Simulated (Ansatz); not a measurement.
## HfTaN2 under changes of volume

One of the cells (11.189 Å³/atom); the others are scaled copies at fixed shape and fractional positions:

```
CELL_PARAMETERS angstrom
1.58632 0.91586 5.13439
-1.58632 0.91586 5.13439
0.00000 -1.83172 5.13439
ATOMIC_POSITIONS crystal
Ta 0.50000 0.50000 0.50000
Hf 0.00000 0.00000 0.00000
N 0.74970 0.74970 0.74970
N 0.25030 0.25030 0.25030
```

The cell comes from a database or a generator and needn't be the stable form of this composition.

| Item | Value |
| --- | --- |
| Program | Ansatz 0.2.0 |
| Functional | PBEsol |
| Potentials or basis | all-electron LAPW, scalar-relativistic |
| Cutoff | 351 eV (chosen from the basis error) |
| Basis error allowed | 0.001 eV/atom |
| k mesh | 10 × 10 × 10 |
| Occupations | fermi-dirac, width 0.05 eV |
| Spin | no spin polarisation |

```csv
volume (Å³/atom),energy over the lowest point (meV/atom),pressure (GPa),largest force (eV/Å)
10.518,14.28,12.5,0.335
10.742,2.20,5.0,0.308
10.965,0.00,-1.7,0.282
11.189,6.65,-7.7,0.257
11.413,?,?,?
11.637,42.92,-17.9,0.210
11.861,70.98,-22.2,0.188
```

Q: What does the run at 11.413 Å³/atom give?

A: Energy over the lowest point 21.23 meV/atom; pressure -13.1 GPa; largest force 0.233 eV/Å.

Worked out: A Birch-Murnaghan fit of order 3 (a polynomial in V^(-2/3)) to the other rows has its minimum at 10.91 Å³/atom with B0 = V·E''(V) = 318 GPa and B' = 4.4 at fixed shape and positions, which overstates the stiffness. It gives 21.23 meV/atom at 11.413 Å³/atom, against the run's 21.23, and -dE/dV = -13.1 GPa, against -13.1.

Energies are extrapolated to zero smearing.
